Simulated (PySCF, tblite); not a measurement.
# C4H8ClFSi: geometry, infrared bands and NMR shifts

Wanted: the infrared bands and NMR shifts of C4H8ClFSi (`C=C[SiH2][C@@H](Cl)CF`), by calculation.

The runs use tblite 0.8.0 and PySCF 2.14.0, with density-fitted response routines of our own; the level of theory stands in each step. All values are computed, except where a source is named. Atoms count from 0, in the outputs and in this text.

## 1. Starting geometry

15 atoms, charge 0, multiplicity 1; geometry from: force field or distance geometry start.

Bonds of the start (Å): C0–C1 1.35, C1–Si2 1.82, Si2–C3 1.88, C3–Cl4 1.80, C3–C5 1.51, C5–F6 1.37, C0–H7 1.08, C0–H8 1.09, C1–H9 1.10, Si2–H10 1.48, Si2–H11 1.50, C3–H12 1.08, C5–H13 1.09, C5–H14 1.10.

## 2. Geometry optimisation with GFN2-xTB

The job: settings as JSON, then the geometry in Å.

```
{"job": {"kind": "relax", "xc": "GFN2-xTB", "basis": "xTB"}, "charge": 0, "multiplicity": 1}
C      1.581400    -1.141000     1.517500
C      0.242200    -1.022500     1.354400
Si    -0.652600    -1.004000    -0.235300
C     -1.070200     0.730700    -0.832800
Cl    -2.193000     1.462100     0.374100
C      0.124400     1.635900    -1.029700
F      0.865700     1.184300    -2.083600
H      2.261700    -1.225300     0.681300
H      2.018700    -1.152100     2.512900
H     -0.398800    -0.947000     2.240400
H      0.151000    -1.712600    -1.258600
H     -1.910700    -1.798400    -0.074300
H     -1.626800     0.648100    -1.756500
H     -0.181300     2.654100    -1.280700
H      0.783800     1.695800    -0.151000
```

Command:

```bash
OMP_NUM_THREADS=1 python probes_run.py task.json out
```

The driver reads the jobs from task.json and runs them one after another.

**Question.** This job is followed by: GFN2-xTB harmonic vibrations, gas phase; GIAO PBE0/pcSseg-1 NMR shielding, non-relativistic, gas phase. Predict these results of the whole session: strongest single infrared mode (GFN2-xTB); zero-point energy (GFN2-xTB); 13C shifts against TMS (PBE0/pcSseg-1); 1H shifts against TMS (PBE0/pcSseg-1); 29Si shifts against TMS (PBE0/pcSseg-1); 35Cl shifts against HCl (PBE0/pcSseg-1); 19F shifts against CFCl3 (PBE0/pcSseg-1); surface potential, 1st and 99th percentile.

The runs gave:

| quantity | value |
| --- | --- |
| strongest single infrared mode (GFN2-xTB) | 2269 cm⁻¹, 274 km/mol |
| zero-point energy (GFN2-xTB) | 66.0 kcal/mol |
| 13C shifts against TMS (PBE0/pcSseg-1) | 148.3, 136.1, 85.5, 44.8 ppm |
| 1H shifts against TMS (PBE0/pcSseg-1) | 6.72, 6.63, 6.41, 4.94, 4.58, 4.58, 4.52, 3.50 ppm |
| 29Si shifts against TMS (PBE0/pcSseg-1) | -39.6 ppm |
| 35Cl shifts against HCl (PBE0/pcSseg-1) | 58 ppm |
| 19F shifts against CFCl3 (PBE0/pcSseg-1) | -235.0 ppm |
| surface potential, 1st and 99th percentile | -0.87 V and 1.04 V |

**Reading.** Over 80 steps the energy fell by 0.177 eV; of the close pairs, C1–Si2 changed most, 1.824 to 1.881 Å. No mode is imaginary among the 39: a minimum at this level. The strongest single mode, at 2269 cm⁻¹, moves mainly H11. Unscaled tight-binding wavenumbers are off by several per cent, some by more. Its intensities can rank the bands wrongly. C0 (terminal =CH2 carbon) lies farthest downfield among carbon, at 148.3 ppm; as expected for a trigonal carbon in a double bond. At PBE0/pcSseg-1: The largest span, 327 ppm, is at Cl4, where the paramagnetic term is -256 ppm. At PBE0/pcSseg-1, counted by nearest atom on the grid, the HOMO lies on Cl4 29 %; C0, C3 about 16 % each, the LUMO on C0, C1 about 28 % each; H7, H8 about 8 % each.
